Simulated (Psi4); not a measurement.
# CH5BOSi (SMILES B[SiH2]C=O), step by step

Wanted: a structure relaxation (singlet CH5BOSi, PBE0/def2-TZVPD), then the energy (doublet CH5BOSi+, UPBE0/def2-TZVPD), then a single-point energy (doublet CH5BOSi−, UPBE0/def2-TZVPD) of CH5BOSi. 

The calculation is run with Psi4 1.11.

### Step 1. The system as given

CH5BOSi has 9 atoms, charge 0, and is taken as a singlet. SMILES: `B[SiH2]C=O`. The coordinates come from a PBE0-D4/def2-TZVP relaxation. This is one conformer, not always the lowest. The run starts from this shape.

Bond lengths: B1–Si2 2.006 Å, Si2–C3 1.933 Å, C3–O4 1.202 Å, B1–H5 1.196 Å, B1–H6 1.194 Å, Si2–H7 1.484 Å, Si2–H8 1.495 Å, C3–H9 1.118 Å. Some angles: B1–Si2–C3 108.4°, Si2–C3–O4 123.6°, B1–Si2–H7 117.0°, B1–Si2–H8 106.3°, C3–Si2–H7 108.9°, C3–Si2–H8 105.6°, Si2–B1–H5 119.1°, Si2–B1–H6 123.0°, Si2–C3–H9 116.8°, O4–C3–H9 119.6°.

### Step 2. A structure relaxation at PBE0/def2-TZVPD (density fitting) (run 1)

File input.in:

```
memory 1600 MB

molecule {
  0 1
  B     -0.950100     0.850000    -1.073100
  Si     0.610800    -0.206000    -0.386500
  C      0.330600    -0.553700     1.494500
  O      1.022800    -0.098400     2.365800
  H     -2.057600     0.518200    -0.767000
  H     -0.828800     1.799400    -1.786900
  H      1.958100     0.387600    -0.570700
  H      0.542000    -1.540900    -1.055900
  H     -0.539200    -1.202400     1.762900
  symmetry c1
}

set basis def2-TZVPD

optimize('pbe0')
```

Run with:

```sh
$ psi4 input.in input.out -n 1
```

input.out:

```text
[...]
  Running in c1 symmetry.
[...]
  Nuclear repulsion =  133.931017733936073
[...]
  Multiplicity = 1
[...]
  Nalpha       = 19
  Nbeta        = 19
[...]
    Number of basis functions: 202
[...]
   @DF-RKS iter   1:  -430.21751531268376   -6.70176e-01   2.99773e-03 DIIS/ADIIS
[...]
   @DF-RKS iter   6:  -430.37776174006365   -3.74030e-11   7.95607e-09 DIIS
[...]
  @DF-RKS Final Energy:  -430.37776174006365
   => Energetics <=
    Nuclear Repulsion Energy =            133.7956498881921164
    One-Electron Energy =                -857.7074671656173450
    Two-Electron Energy =                 324.1942210124454959
    DFT Exchange-Correlation Energy =     -30.6601654750839145
    Empirical Dispersion Energy =           0.0000000000000000
    VV10 Nonlocal Energy =                  0.0000000000000000
    Total Energy =                       -430.3777617400636473
[...]
  -Total Gradient:
     Atom            X                  Y                   Z
    ------   -----------------  -----------------  -----------------
       1        0.000011984481     0.000019236836    -0.000002735321
       2       -0.000049521586     0.000018569989    -0.000028141832
       3        0.000054060750     0.000033364946     0.000027285998
       4       -0.000031018925    -0.000024901875    -0.000024236099
       5       -0.000001476803    -0.000006402036     0.000001751974
       6       -0.000005582695    -0.000000216654    -0.000000799574
       7       -0.000000656251    -0.000000713311    -0.000012973858
       8        0.000007426823    -0.000015357272     0.000022921570
       9       -0.000014926756    -0.000009462856    -0.000016445749
[...]
```

On the terminal:

```text
Optimizer: Optimization complete!
```

It took 3.1 min on 1 thread of Intel Xeon Platinum 8259CL at 2.50GHz (Skylake/Cascade Lake), shared host; peak memory 1.4 GiB.

Steps, from the record of the run:

```
step  energy from the first frame kept (eV)  largest force (eV/Å)
   0                                 0.0000                0.0404
   1                                 0.0002                0.0832
   2                                 0.0003                0.0867
   3                                -0.0001                0.0354
   4                                -0.0002                0.0160
   5                                -0.0002                0.0091
   6                                -0.0003                0.0056
   7                                -0.0003                0.0036
```

After the run. Bond lengths: B1–Si2 2.007 Å, Si2–C3 1.934 Å, C3–O4 1.203 Å, B1–H5 1.196 Å, B1–H6 1.194 Å, Si2–H7 1.484 Å, Si2–H8 1.496 Å, C3–H9 1.118 Å. Some angles: B1–Si2–C3 109.1°, Si2–C3–O4 123.8°, B1–Si2–H7 116.9°, B1–Si2–H8 105.9°, C3–Si2–H7 109.0°, C3–Si2–H8 105.3°, Si2–B1–H5 119.4°, Si2–B1–H6 122.7°, Si2–C3–H9 116.7°, O4–C3–H9 119.4°.

### Step 3. The doublet cation: a single-point energy at UPBE0/def2-TZVPD (density fitting) (run 2)

File ch5bosi.inp:

```
memory 1600 MB

molecule mol {
  1 2
  B     -0.957002     0.855237    -1.084281
  Si     0.606336    -0.190166    -0.383546
  C      0.331749    -0.557753     1.494747
  O      1.036007    -0.129746     2.370841
  H     -2.064634     0.547038    -0.755048
  H     -0.833287     1.772850    -1.838255
  H      1.950957     0.410175    -0.567301
  H      0.544449    -1.523189    -1.058952
  H     -0.546979    -1.195981     1.759159
  symmetry c1
}

set {
  reference uks
}

energy('pbe0/def2-TZVPD')
```

Run with:

```sh
$ psi4 -n 1 ch5bosi.inp ch5bosi.out
```

ch5bosi.out:

```text
[...]
  Running in c1 symmetry.
[...]
  Nuclear repulsion =  133.795675992089144
[...]
  Multiplicity = 2
[...]
  Nalpha       = 19
  Nbeta        = 18
[...]
    Number of basis functions: 202
[...]
   @DF-UKS iter   1:  -429.96362894874858   -4.18547e-01   1.94504e-03 ADIIS/DIIS
[...]
   @DF-UKS iter  10:  -430.03864054675694   -5.13212e-07   6.56755e-07 DIIS
[...]
   @S^2 Observed:                7.584403151E-01
[...]
  @DF-UKS Final Energy:  -430.03864054675694
   => Energetics <=
    Nuclear Repulsion Energy =            133.7956759920891443
    One-Electron Energy =                -848.4148160793454281
    Two-Electron Energy =                 314.9747613805390074
    DFT Exchange-Correlation Energy =     -30.3942618400397144
    Empirical Dispersion Energy =           0.0000000000000000
    VV10 Nonlocal Energy =                  0.0000000000000000
    Total Energy =                       -430.0386405467569375
[...]
 Multipole Moments:
 ------------------------------------------------------------------------------------
     Multipole            Electronic (a.u.)      Nuclear  (a.u.)        Total (a.u.)
 ------------------------------------------------------------------------------------
 L = 1.  Multiply by 2.5417464519 to convert [e a0] to [Debye]
 Dipole X            :          0.7145806           -1.3179474           -0.6033669
 Dipole Y            :          0.1283938           -0.5667465           -0.4383527
 Dipole Z            :          2.8632209           -2.8729640           -0.0097431
 Magnitude           :                                                    0.7458549
[...]
```

Run time: 32 s. Hardware: 1 thread of Intel Xeon Platinum 8259CL at 2.50GHz (Skylake/Cascade Lake), shared host; peak memory 1.3 GiB.

### Step 4. The doublet anion: the energy at UPBE0/def2-TZVPD (density fitting) (run 4)

File job.inp:

```
memory 1600 MB

molecule {
  -1 2
  B     -0.957002     0.855237    -1.084281
  Si     0.606336    -0.190166    -0.383546
  C      0.331749    -0.557753     1.494747
  O      1.036007    -0.129746     2.370841
  H     -2.064634     0.547038    -0.755048
  H     -0.833287     1.772850    -1.838255
  H      1.950957     0.410175    -0.567301
  H      0.544449    -1.523189    -1.058952
  H     -0.546979    -1.195981     1.759159
  symmetry c1
}

set {
  reference uks
}

energy("pbe0/def2-TZVPD")
```

Run with:

```sh
$ psi4 -n 1 job.inp job.out
```

job.out:

```text
[...]
  Running in c1 symmetry.
[...]
  Nuclear repulsion =  133.795675992089144
[...]
  Multiplicity = 2
[...]
  Nalpha       = 20
  Nbeta        = 19
[...]
    Number of basis functions: 202
[...]
   @DF-UKS iter   1:  -430.10031219354465   -5.55230e-01   3.73667e-03 ADIIS/DIIS
[...]
   @DF-UKS iter  11:  -430.41792764176114   -1.58747e-07   5.79982e-07 DIIS
[...]
   @S^2 Observed:                7.557378646E-01
[...]
  @DF-UKS Final Energy:  -430.41792764176114
   => Energetics <=
    Nuclear Repulsion Energy =            133.7956759920891443
    One-Electron Energy =                -865.0858669177709999
    Two-Electron Energy =                 331.7102925525931596
    DFT Exchange-Correlation Energy =     -30.8380292686724680
    Empirical Dispersion Energy =           0.0000000000000000
    VV10 Nonlocal Energy =                  0.0000000000000000
    Total Energy =                       -430.4179276417611391
[...]
 Multipole Moments:
 ------------------------------------------------------------------------------------
     Multipole            Electronic (a.u.)      Nuclear  (a.u.)        Total (a.u.)
 ------------------------------------------------------------------------------------
 L = 1.  Multiply by 2.5417464519 to convert [e a0] to [Debye]
 Dipole X            :          2.2020297           -1.3179474            0.8840823
 Dipole Y            :         -0.5331857           -0.5667465           -1.0999321
 Dipole Z            :          3.8886355           -2.8729640            1.0156714
 Magnitude           :                                                    1.7386894
[...]
```

It took 35 s on 1 thread of Intel Xeon Platinum 8259CL at 2.50GHz (Skylake/Cascade Lake), shared host; peak memory 1.3 GiB.

### Step 5. Summary of results

| quantity | value |
| --- | --- |
| run 1, PBE0/def2-TZVPD: total energy at the end | -430.37776 Eh |
| run 1, PBE0/def2-TZVPD: dipole moment | 2.39 D |
| run 1, PBE0/def2-TZVPD: HOMO energy | -7.07 eV |
| run 1, PBE0/def2-TZVPD: LUMO energy | -2.83 eV |
| run 1, PBE0/def2-TZVPD: HOMO–LUMO gap | 4.24 eV |
| doublet cation: total energy | -430.03864 Eh |
| doublet cation: HOMO energy (highest over α and β) | -14.15 eV |
| doublet cation: LUMO energy (lowest over α and β) | -11.39 eV |
| doublet cation: ⟨S²⟩ | 0.758 |
| doublet anion: total energy | -430.41793 Eh |
| doublet anion: HOMO energy (highest over α and β) | 0.72 eV |
| doublet anion: LUMO energy (lowest over α and β) | 3.09 eV |
| doublet anion: ⟨S²⟩ | 0.756 |

The optimisation (run 1, PBE0/def2-TZVPD) took 8 steps and changed the energy by -0.000 eV. The HOMO (doublet anion) lies at positive energy, 0.72 eV; only total energies tell whether the electron is bound.
